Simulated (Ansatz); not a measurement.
# CH3BOTe: up Jacob's ladder to CCSD(T)

An exercise on one series of results from a longer session: the logs are not shown, and one member is left open.

Method: functionals in def2-TZVPP, the program's frozen cores in correlated methods; program: Ansatz 0.2.0, Gaussian basis.

Levels to be run: LDA (SPW92), PBE-D4, revPBE-D4, BLYP-D4, r2SCAN-D4, B97M-V, PBE0-D4, B3LYP-D4, r2SCANh-D4, r2SCAN0-D4, HSE06-D4, BHLYP-D4, CAM-B3LYP-D4, LC-ωPBE, ωB97X-V, ωB97M-V, B2PLYP, PBE-QIDH; CCSD(T)/def2-SVP; CCSD(T)/def2-TZVPP; MP2/def2-QZVPP; extrapolation to the limit; RPA on PBE.

## The relaxed structure

The geometry comes from an earlier relaxation with PBE0-D4 in a triple-zeta def2 set; it is a stationary point, not always the lowest conformer. Te takes the def2 core potential; no spin-orbit term is included.

SMILES `O=CB[TeH]`, 7 atoms, charge 0, spin multiplicity 1.

Atoms are counted from 1 here; the program's logs count them from 0.

Bond lengths: O1–C2 1.209 Å, C2–B3 1.574 Å, C2–H5 1.119 Å, B3–Te4 2.097 Å, B3–H6 1.192 Å, Te4–H7 1.660 Å. Angles: O1–C2–B3 123.5°, O1–C2–H5 119.2°, B3–C2–H5 117.2°, C2–B3–Te4 121.3°, C2–B3–H6 121.7°, Te4–B3–H6 117.0°, B3–Te4–H7 95.3°.

Coordinates:

```
O    -1.6463    0.2604   -0.9242
C    -0.5927    0.7032   -0.5283
B     0.1337    0.1895    0.7696
Te    1.2363   -1.5941    0.7666
H    -0.0989    1.5307   -1.0977
H     0.1121    0.8108    1.7869
H     0.9172   -1.9685   -0.8184
```

Set-up of the first run:

Contents of in.yaml:

```yaml
crystal:
  periodic: [false, false, false]
  atoms:
    - {symbol: O, position_ang: [-1.646258, 0.260385, -0.924217]}
    - {symbol: C, position_ang: [-0.592697, 0.703222, -0.528318]}
    - {symbol: B, position_ang: [0.133672, 0.189544, 0.769557]}
    - {symbol: Te, position_ang: [1.236284, -1.594108, 0.766598]}
    - {symbol: H, position_ang: [-0.098874, 1.530689, -1.097730]}
    - {symbol: H, position_ang: [0.112130, 0.810755, 1.786940]}
    - {symbol: H, position_ang: [0.917246, -1.968489, -0.818429]}
basis:
  gaussian: {orbitals: def2-TZVPP}
hamiltonian: {xc: lda}
output: {orbitals: {seedname: orbitals}}
```

On the command line:

```console
> ansatz run in.yaml --threads 2 --pin off --events-out ev --progress --plain --max-ram 4352MiB
```

Among the steps run: LDA; PBE-D4 (GGA); revPBE-D4 (GGA); BLYP-D4 (GGA); r2SCAN-D4 (meta-GGA); B97M-V (meta-GGA); B3LYP-D4 (hybrid); r2SCANh-D4 (hybrid); r2SCAN0-D4 (hybrid); HSE06-D4 (hybrid); BHLYP-D4 (hybrid); CAM-B3LYP-D4 (range-separated); LC-ωPBE (range-separated); ωB97X-V (range-separated); ωB97M-V (range-separated); B2PLYP (double hybrid); PBE-QIDH (double hybrid).

One of the session's tables, all rows but one given; the rest of the session is left out.

It belongs to the step «Frontier levels by functional». 

```
  functional  HOMO (eV)  LUMO (eV)  gap (eV)
 LDA (SPW92)      -5.64      -3.22      2.43
      PBE-D4      -5.53      -2.96      2.57
   revPBE-D4      -5.48      -2.86      2.62
     BLYP-D4      -5.45      -2.79      2.67
   r2SCAN-D4      -5.85      -2.73      3.12
      B97M-V      -5.99      -2.66      3.33
     PBE0-D4      -7.10      -2.08      5.02
    B3LYP-D4      -6.87      -2.25      4.62
  r2SCANh-D4      -6.44      -2.41      4.02
  r2SCAN0-D4      -7.32      -1.95      5.38
    HSE06-D4      -6.69      -2.46      4.23
    BHLYP-D4      -8.28      -1.07      7.21
CAM-B3LYP-D4      -8.54      -0.99      7.54
     LC-ωPBE          ?          ?         ?
     ωB97X-V      -9.51       0.04      9.55
     ωB97M-V      -9.43      -0.14      9.29
```

Q: Estimate the row for LC-ωPBE from the others.

**Answer.** HOMO (eV): -9.82; LUMO (eV): 0.09; gap (eV): 9.91. In the column «HOMO (eV)» it is the lowest.
